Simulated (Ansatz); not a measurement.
# Au2Cl: the cost of one run

Computed with Ansatz 0.2.0 (DFT PBE, scalar-relativistic, plane waves, PAW, unless a step's input says otherwise).

1 further run of the same task is left out (it didn't finish).

### Step 1. The system as given

It takes space group I4/mmm (No. 139, tetragonal). The conventional cell has a = 4.043 Å, b = 4.043 Å, c = 6.834 Å, α = 90.00°, β = 90.00°, γ = 90.00°. Around Au (site symmetry 4mm) lie 1 Au at 1.43 Å. Cl (site symmetry 4/mmm) is surrounded by 10 Au at 2.70 to 2.95 Å.

Structure file:

```cif
data_structure
_symmetry_space_group_name_H-M 'I4/mmm'
_symmetry_Int_Tables_number 139
_cell_length_a 4.0431
_cell_length_b 4.0431
_cell_length_c 6.8345
_cell_angle_alpha 90.000
_cell_angle_beta 90.000
_cell_angle_gamma 90.000
_cell_volume 111.72
loop_
_atom_site_label
_atom_site_type_symbol
_atom_site_symmetry_multiplicity
_atom_site_Wyckoff_symbol
_atom_site_fract_x
_atom_site_fract_y
_atom_site_fract_z
_atom_site_occupancy
Au1 Au 4 e 0.00000 0.00000 0.39526 1
Cl1 Cl 2 a 0.00000 0.00000 0.00000 1
```

A structure generator made this guess: species swapped into a database cell of DyC2 (I4/mmm, No. 139), with Cl on the Dy sites and Au on the C sites. Its size is a rough estimate.

### Step 2. Probe: one point on a coarse mesh

Input file input.yaml:

```yaml
crystal:
  lattice:
    - [-2.02156097, 2.02156097, 3.41724722]
    - [2.02156097, -2.02156097, 3.41724722]
    - [2.02156097, 2.02156097, -3.41724722]
  atoms:
    - { symbol: Au, position: [0.39525816, 0.39525816, 0.0] }
    - { symbol: Au, position: [0.60474184, 0.60474184, 0.0] }
    - { symbol: Cl, position: [0.0, 0.0, 0.0] }
basis:
  ecutwfc: 420
kpoints:
  mp_grid: { grid: [6, 6, 6] }
hamiltonian:
  xc: pbe
scf:
  occupations: { method: gaussian, width: 0.1 }
  lower_state_search: "off"
output:
  forces: true
  stress: true
  eigenvalues: true
```

Run with:

```console
$ ansatz run input.yaml --threads 1 --pin off --max-ram 2560MiB --backend cpu --events-out ev --progress --plain --runs-dir out
```

**Question.** How long does this run take on 1 thread of Arm Neoverse V2, shared host, and how much memory does it need?

About 2.2 s, with a peak of 0.32 GiB.
